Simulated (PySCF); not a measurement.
# [MoCl3]+: the energy surface near the minimum

How stiff is [MoCl3]+ (triplet) against rigid distortions? The scans start from its PBE minimum.

Method: PBE, basis Mo def2-SVP with ECP28, Cl def2-SVP, scalar-relativistic core potentials, no spin–orbit coupling, density fitting; program: PySCF 2.14.0.

## 1. The system as given

4 atoms, charge 1, spin multiplicity 3.

Bond lengths: Mo1–Cl2 2.186 Å, Mo1–Cl3 2.199 Å, Mo1–Cl4 2.199 Å. Angles: Cl2–Mo1–Cl3 125.4°, Cl2–Mo1–Cl4 125.4°, Cl3–Mo1–Cl4 109.2°.

Coordinates in bohr (charge 1 multiplicity 3):
```
Mo    0.1182    0.0000    0.0000
Cl    4.2489   -0.0011    0.0000
Cl   -2.2897    3.3876    0.0000
Cl   -2.2915   -3.3864    0.0000
```

## 2. Real-space pictures of the lowest minimum

The plane holds Mo1 at (0.00, 0.00), Cl2 at (2.19, 0.00), Cl3 at (-1.27, 1.79), Cl4 at (-1.27, -1.79) Å. Columns run from x = -3.15 to 4.35 Å, rows from y = 4.05 (top) to -3.75 Å, in steps of 0.3 Å. Electrons inside core potentials are absent.

Density (cut at 5 e/Å³):

Ten steps from '0' (0.000 e/Å³) to '9' (5.000 e/Å³), finer at the low end (step k begins (100^(k/10) - 1)/99 of the way up):
```
00000000000000000000000000
00000000000000000000000000
00000011000000000000000000
00001222110000000000000000
00113344321000000000000000
00134666542100000000000000
01246788753210000000000000
01257999864210000000000000
01257999864211001111000000
01246788764321112222110000
00135677655432234444321000
00123455677764446676531000
00012334699996567887642100
00001234895598668999752100
00001234895598668999752100
00012334699996567887642100
00123455677764446676531000
00135677655432234444321000
01246788764321112222110000
01257999864211001111000000
01257999864210000000000000
01246788753210000000000000
00134666542100000000000000
00113344321000000000000000
00001222110000000000000000
00000011000000000000000000
00000000000000000000000000
```

ELF (0 where the density is under 0.005 e/Å³):

Ten even steps from '0' (0.00) to '9' (0.90):
```
00000000000000000000000000
00000111100000000000000000
00012344331000000000000000
00234566654200000000000000
01357899875410000000000000
13579999997520000000000000
14699612998630000000000000
24799198398630001221100000
25799188398510014554320000
24799511885100146777643000
13689999842100168999864200
02467886346651279999985310
00124432488994288215996410
00001111790096383891997420
00001111790096383891997420
00124432488994288215996410
02467886346651279999985310
13689999842100168999864200
24799511885100146777643000
25799188398510014554320000
24799198398630001221100000
14699612998630000000000000
13579999997520000000000000
01357899875410000000000000
00234566654200000000000000
00012344331000000000000000
00000111100000000000000000
```

Spin density:

Ten even steps from '0' (-0.04 e/Å³) to '9' (0.45 e/Å³):
```
00000000000000000000000000
00000000000000000000000000
00000000000000000000000000
00000000000000000000000000
00000000000000000000000000
00000000000000000000000000
00000000000000000000000000
00000000000000000000000000
00000000000000000000000000
00000000000000000000000000
00000000011111000000000000
00000000123321000000000000
00000001268862100000000000
00000001491194100000000000
00000001491194100000000000
00000001268862100000000000
00000000123321000000000000
00000000011111000000000000
00000000000000000000000000
00000000000000000000000000
00000000000000000000000000
00000000000000000000000000
00000000000000000000000000
00000000000000000000000000
00000000000000000000000000
00000000000000000000000000
00000000000000000000000000
```

Making the fields ran for 1.6 s (2 threads of Arm Neoverse V2, shared host).

## 3. Breathing scan

One driver script runs all scans and calls PySCF for each point, on a (75, 302) grid.

Run with:

```
$ OMP_NUM_THREADS=2 python axn.py task.json out
```

A rigid scan with PBE: all bonds to the central atom are scaled together. Each point starts from its neighbour's orbitals, and energies count from the minimum. Dipoles of the ion refer to the centre of mass.

| scale of all bonds to the centre | energy (kJ/mol) | dipole size (D) | ⟨S²⟩ |
| --- | --- | --- | --- |
| 0.88 | 324.9 | 0.67 | 2.01 |
| 0.92 | 124.6 | 0.68 | 2.01 |
| 0.96 | 27.0 | 0.69 | 2.01 |
| 1.00 | 0.0 | 0.70 | 2.02 |
| 1.04 | 20.5 | 0.70 | 2.03 |
| 1.08 | 71.9 | 0.71 | 2.05 |
| 1.14 | 182.1 | 0.72 | 2.12 |
| 1.22 | 350.9 | 0.69 | 2.40 |
| 1.35 | 602.1 | 0.48 | 3.23 |

The scan took 50 s.

⟨S²⟩ grows along the scan: the determinant mixes in higher spin as the pair uncouples.

## 4. Stretching one bond

A rigid scan with PBE: the bond from Mo to the last atom (Cl) is scaled and the rest held.

| scale of one bond | energy (kJ/mol) | dipole size (D) | ⟨S²⟩ |
| --- | --- | --- | --- |
| 0.92 | 35.9 | 1.01 | 2.02 |
| 0.96 | 7.9 | 0.66 | 2.02 |
| 1.00 | 0.0 | 0.70 | 2.02 |
| 1.05 | 9.3 | 1.04 | 2.02 |
| 1.12 | 43.7 | 1.56 | 2.03 |
| 1.20 | 97.5 | 2.02 | 2.05 |
| 1.35 | 200.9 | 2.17 | 2.23 |
| 1.55 | 297.5 | 1.62 | 2.59 |
| 1.80 | 360.8 | 0.86 | 2.92 |
| 2.20 | 378.2 | 0.39 | 3.11 |

The scan took 2.7 min.

⟨S²⟩ grows along the scan: the determinant mixes in higher spin as the pair uncouples.

## 5. Summary of results

| quantity | value |
| --- | --- |
| all bonds 4 % longer | 20.5 kJ/mol |
| one bond 20 % longer | 97.5 kJ/mol |

**Reading.** The well is lopsided, 27.0 kJ/mol for 4 % shorter bonds against 20.5 for 4 % longer ones. Other spin states or occupations of the open shell can lie lower.
